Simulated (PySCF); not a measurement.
# C6H6CoS6 ([Co(edt)3]3-): the cost of one run

Programs: PySCF 2.14.0, with routines of our own; each step states its level. All values are computed. Atoms count from 0.

## 1. The system as given

19 atoms, charge -3, states of the metal's open shell are computed; geometry from: GFN2-xTB.

## 2. Ligand-field states: state-averaged CASSCF in dichloromethane

What the job is given:

```
{"job": {"kind": "lf", "basis": {"metal": "x2c-TZVPall", "ligand": "x2c-SVPall"}, "nevpt": true, "tol": 5, "solvent": "dichloromethane"}, "charge": -3, "metal": "Co", "open_shell": "d6"}
Co     0.000000     0.000000     0.000000
S      0.019154    -0.012318     2.330353
C      1.731761    -0.002793     2.673900
C      2.673758     0.003322     1.731903
S      2.330211     0.012846     0.019295
H      1.952941    -0.004278     3.729364
H      3.729222     0.004808     1.953082
S     -2.330810     0.019717     0.012426
C     -2.674357     1.732324     0.002900
C     -1.732360     2.674321    -0.003216
S     -0.019753     2.330774    -0.012742
H     -3.729822     1.953504     0.004386
H     -1.953540     3.729785    -0.004703
S     -0.012883    -2.330247    -0.019609
C     -0.003358    -2.673795    -1.732216
C      0.002757    -1.731799    -2.674214
S      0.012283    -0.019192    -2.330668
H     -0.004844    -3.729260    -1.953395
H      0.004243    -1.952979    -3.729678
```

With the program's defaults for keys left out, this is: state-averaged CASSCF of the metal d shell, SC-NEVPT2 on the averaged canonical orbitals, state-interaction spin-orbit coupling.

On the command line:

```console
OMP_NUM_THREADS=1 python lf_run.py task.json out
```

One launch serves the whole session: the jobs run in the order shown.

**Question.** How long does this first job take on 1 thread of Arm Neoverse V1, shared host, and how much memory does it need?

About 99 s, with a peak of 0.94 GiB.
